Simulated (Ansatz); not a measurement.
H₂S₃, SMILES SSS: an atomisation energy, run with the Ansatz DFT code, driven from Python.

Script `tae.py`:
```python
'''Energy to split H2S3 into its atoms.'''

from collections import Counter

import ansatz as az
from ase import Atoms

BASIS_SET = 'def2-TZVPP'
FUNCTIONAL = 'CAM-B3LYP'


def energy(molecule, charge=0, unpaired=0):
    calc = (
        molecule.calculation()
        .basis(gaussian=BASIS_SET)
        .functional(FUNCTIONAL)
    )
    if charge:
        calc = calc.charge(charge)
    if unpaired:
        calc = calc.spin('collinear', total=unpaired)
    return calc.run(threads=1).report['free_energy_ev']

atoms = Atoms(['S', 'S', 'S', 'H', 'H'], positions=[
    [-1.519, -0.7571, 0.076],
    [-0.4091, 0.7907, 0.8263],
    [1.47, 0.0482, 0.79],
    [-1.3237, -0.4677, -1.2486],
    [1.8316, 0.3122, -0.4852],
])
system = az.Crystal.molecule_from_ase(atoms)

# unpaired electrons of the ground-state atoms
unpaired = {'S': 2, 'H': 1}
counts = Counter(site.symbol for site in system.cartesian_sites)
atom_energy = {s: energy(az.Crystal.molecule().atom(s, (0, 0, 0)), 0, unpaired[s]) for s in counts}
whole = energy(system, 0, 0)
for s, e in atom_energy.items():
    print(f'{s:2s} x{counts[s]}  {e:14.5f} eV')
print(f'H2S3: {whole:.5f} eV')
split = sum(counts[s] * e for s, e in atom_energy.items()) - whole
print(f'atomisation energy (no zero-point term): {23.060548 * split:.1f} kcal/mol, {split / sum(counts.values()):.3f} eV an atom')
```

What does it cost to take this molecule apart into atoms?

296.6 kcal/mol from the electronic energies, without the zero-point term.

The run itself:

```console
$ python tae.py
S  x3    -10833.58090 eV
H  x2       -13.57334 eV
H2S3: -32540.74995 eV
atomisation energy (no zero-point term): 296.6 kcal/mol, 2.572 eV an atom
```

Caveats:
- Total energies depend on the basis set; only differences at equal settings carry meaning.
- The geometry is a force-field or estimated start, not a minimum of this method, and the basis set is short of its limit. All parts are taken at fixed geometry, without zero-point energy.
- Wall time of the script: 6.1 s on 1 thread of Arm Neoverse V1, on a shared host, peak memory 0.41 GiB.

(Lines on the test bed's own set-up are left out of the output.)
